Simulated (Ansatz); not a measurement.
# CH4ClFOSi: the cost of one run

Method: RKS PBE-D4/def2-SVP; program: Ansatz 0.2.0.

## Step 1: Starting geometry

SMILES `FC(Cl)O[SiH3]`, 9 atoms, charge 0, spin multiplicity 1.

Atoms are counted from 1 here; the program's logs count them from 0.

Bond lengths: F1–C2 1.371 Å, C2–Cl3 1.834 Å, C2–O4 1.349 Å, C2–H6 1.109 Å, O4–Si5 1.721 Å, Si5–H7 1.498 Å, Si5–H8 1.495 Å, Si5–H9 1.499 Å. Angles: F1–C2–Cl3 107.0°, F1–C2–O4 111.2°, F1–C2–H6 109.4°, Cl3–C2–O4 112.1°, Cl3–C2–H6 106.2°, O4–C2–H6 110.7°, C2–O4–Si5 123.9°, O4–Si5–H7 110.2°, O4–Si5–H8 103.7°, O4–Si5–H9 109.8°, H7–Si5–H8 111.7°, H7–Si5–H9 110.8°, H8–Si5–H9 110.4°.

Geometry (Å):

```xyz
9

F     1.5803    0.9807    0.0274
C     1.1571   -0.1345    0.7038
Cl    1.8304   -1.5886   -0.1874
O    -0.1881   -0.1711    0.7914
Si   -1.2457    0.1888   -0.5177
H     1.6170   -0.1506    1.7128
H    -0.7168   -0.4023   -1.7890
H    -2.5386   -0.4423   -0.1111
H    -1.4071    1.6734   -0.6474
```

This geometry comes from a loose relaxation at PBE in a small basis, which is not shown.

## Step 3: Setting up the map

First coordinate, dihedral F1–C2–O4–Si5: 10 values from −180 to 144 °, periodic. Second coordinate, dihedral C2–O4–Si5–H7: 9 values from −52.0 to 128.0 °.

Nothing else is relaxed (all other coordinates rigid). Energies count from the relaxed molecule at the same level. Points are written as (first, second).

(The set-up runs are not shown.)

## Step 4: Grid point (−108°, 60.5°)

Input file input.yaml:

```yaml
crystal:
  periodic: [false, false, false]
  atoms:
    - { symbol: F, position_ang: [1.597038, 0.969539, 0.015235] }
    - { symbol: C, position_ang: [1.159259, -0.133351, 0.702724] }
    - { symbol: Cl, position_ang: [1.807936, -1.607302, -0.175533] }
    - { symbol: O, position_ang: [-0.185976, -0.149263, 0.794916] }
    - { symbol: Si, position_ang: [-1.057282, 0.156932, 2.247422] }
    - { symbol: H, position_ang: [1.62309, -0.146082, 1.709947] }
    - { symbol: H, position_ang: [-0.755793, 1.534963, 2.752255] }
    - { symbol: H, position_ang: [-2.489842, 0.017097, 1.843058] }
    - { symbol: H, position_ang: [-0.700924, -0.875514, 3.274463] }
basis:
  gaussian: { orbitals: def2-SVP }
hamiltonian:
  xc: pbe
  dispersion: d4
output:
  forces: true
```

Run with:

```sh
ansatz run input.yaml --threads 1 --pin off --max-ram 2560MiB --backend cpu --events-out ev --progress --plain --runs-dir out
```

What time and memory should one allow on 1 thread of Arm Neoverse V2, shared host?

About 2.5 s, with a peak of 0.12 GiB.
